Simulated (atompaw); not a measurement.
# Pseudopotential generation for tin: PAW (atompaw), PBE

Aim: build the potential from the settings below, then test how well it stands in for the atom: scattering, ghost states and the plane-wave cutoff that it needs.

The numbers are computed with atompaw 4.2.0.5 (PBE, scalar-relativistic, spin-unpolarised reference atom).

## 1. The atom and the settings

Typed settings, in words:

- element: tin (Sn, Z = 50)
- type: PAW
- frozen core: [Kr] 4d10
- valence charge: 4
- reference configuration: 5s2 5p2
- partial waves: 5s (bound): rc 2.15 bohr; 5s channel at -0.45 Ry: rc 2.10 bohr; 5p (bound): rc 1.90 bohr; 5p channel at 1.85 Ry: rc 2.15 bohr; 5d channel at 0.1 Ry: rc 2.15 bohr; 5d channel at 1.2 Ry: rc 2.15 bohr
- local potential: bessel scheme, radius 1.65 bohr
- core correction: smooth core density matched at 1.90 bohr
- augmentation charge: gaussian compensation charge, radius 1.80 bohr; PAW radius 2.15 bohr; waves and projectors: custom polynom gramschmidtortho

## 2. Generation

The input, Sn.input:

```
Sn 50
GGA-PBE scalarrelativistic loggrid 1500 logderivrange -3 5 201
5 5 4 0 0 0
5 1 2
0 0 0
c
c
c
c
v
c
c
c
v
c
c
2
2.15 1.80 1.65 1.90
y
-0.45
n
y
1.85
n
y
0.1
y
1.2
n
custom polynom gramschmidtortho gaussian
bessel
2.15
2.10
1.90
2.15
2.15
2.15
PWSCFOUT
UPFDX 0.0125d0 UPFXMIN -7.d0 UPFZMESH 50.d0
END
```

Command:

```sh
$ atompaw < Sn.input > Sn.log
```

Q: Predict the outcome of this session. Wanted: cutoffs for 10 and 1 mRy, occupied levels; bound ghosts; largest phase difference near zero energy, channels read; lowest eigenvalue of the overlap; share of valence orbitals outside the PAW sphere; UPF file.

**Answer**, as computed:

| quantity | value |
| --- | --- |
| cutoffs for 10 and 1 mRy, occupied levels | 15 Ry and 21 Ry |
| bound ghosts | d at -24.40 eV |
| largest phase difference near zero energy, channels read | 0.002 rad |
| lowest eigenvalue of the overlap (Bessel basis) | 0.156 (p) |
| share of valence orbitals outside the PAW sphere | 5s 56 %, 5p 80 % |
| UPF file | written |

It has a bound ghost (d), a state that the atom doesn't have, and that rules the file out. Close by lies the frozen 4d level (-25.8 eV). The potential is soft on the atom at that tolerance: the looser tolerance needs 15 Ry. The slowest occupied level is 5p: taken alone it needs 18 Ry to come within 1 mRy, against 12 Ry for 5s. Near zero energy the phases of the channels with partial waves agree within 0.002 rad.
